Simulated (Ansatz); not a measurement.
# ClFHOY: one species, many methods

The task here is to estimate one member of a computed series from the others.

The runs use Ansatz 0.2.0, Gaussian basis; functionals in def2-TZVPP, the program's frozen cores in correlated methods.

Plan: LDA (SPW92), PBE-D4, revPBE-D4, BLYP-D4, r2SCAN-D4, B97M-V, PBE0-D4, B3LYP-D4, r2SCANh-D4, r2SCAN0-D4, HSE06-D4, BHLYP-D4, CAM-B3LYP-D4, LC-ωPBE, ωB97X-V, ωB97M-V, B2PLYP, PBE-QIDH; CCSD(T)/def2-SVP; CCSD(T)/def2-TZVPP; MP2/def2-QZVPP; extrapolation to the limit; RPA on PBE.

### Structure used throughout

All runs share one geometry, relaxed beforehand with PBE0-D4 in a triple-zeta def2 set. Y takes the def2 core potential; no spin-orbit term is included.

5 atoms, charge 0, spin multiplicity 1.

Atoms are counted from 1 here; the program's logs count them from 0.

Bond lengths: O1–Y2 1.994 Å, O1–H5 0.953 Å, Y2–F3 1.992 Å, Y2–Cl4 2.480 Å. Angles: Y2–O1–H5 179.0°, O1–Y2–F3 117.9°, O1–Y2–Cl4 121.4°, F3–Y2–Cl4 120.6°.

The first run:

File in.yaml:

```yaml
crystal:
  periodic: [false, false, false]
  atoms:
    - {symbol: O, position_ang: [0.539684, 1.271928, 0.449190]}
    - {symbol: Y, position_ang: [-0.124928, -0.515859, -0.133813]}
    - {symbol: F, position_ang: [1.020766, -2.102756, 0.235724]}
    - {symbol: Cl, position_ang: [-2.306706, -0.772154, -1.284766]}
    - {symbol: H, position_ang: [0.871184, 2.118830, 0.733675]}
basis:
  gaussian: {orbitals: def2-TZVPP}
hamiltonian: {xc: lda}
output: {orbitals: {seedname: orbitals}}
```

Among the steps run: LDA; PBE-D4 (GGA); revPBE-D4 (GGA); BLYP-D4 (GGA); r2SCAN-D4 (meta-GGA); B97M-V (meta-GGA); PBE0-D4 (hybrid); B3LYP-D4 (hybrid); r2SCANh-D4 (hybrid); r2SCAN0-D4 (hybrid); HSE06-D4 (hybrid); BHLYP-D4 (hybrid); CAM-B3LYP-D4 (range-separated); LC-ωPBE (range-separated); ωB97X-V (range-separated); ωB97M-V (range-separated); B2PLYP (double hybrid); PBE-QIDH (double hybrid).

One of the session's tables, all rows but one given; the rest of the session is left out.

It belongs to the step «Orbital energies across the functionals». 

```
  functional  HOMO (eV)  LUMO (eV)  gap (eV)
 LDA (SPW92)      -7.38      -3.16      4.22
      PBE-D4      -7.20      -2.96      4.25
   revPBE-D4      -7.13      -2.83      4.30
     BLYP-D4      -7.05      -3.00      4.05
   r2SCAN-D4      -7.56      -2.48      5.08
      B97M-V      -7.60      -2.74      4.87
     PBE0-D4          ?          ?         ?
    B3LYP-D4      -8.35      -2.55      5.79
  r2SCANh-D4      -8.08      -2.24      5.84
  r2SCAN0-D4      -8.87      -1.89      6.98
    HSE06-D4      -8.22      -2.55      5.67
    BHLYP-D4      -9.89      -1.66      8.24
CAM-B3LYP-D4     -10.01      -1.48      8.54
     LC-ωPBE     -11.44      -0.18     11.26
     ωB97X-V     -11.06      -0.38     10.68
     ωB97M-V     -10.92      -0.83     10.09
```

Q: Estimate the row for PBE0-D4 from the others.

As computed: HOMO (eV): -8.63; LUMO (eV): -2.18; gap (eV): 6.44. In the column «HOMO (eV)» it lies between r2SCAN0-D4 (-8.87) and B3LYP-D4 (-8.35).
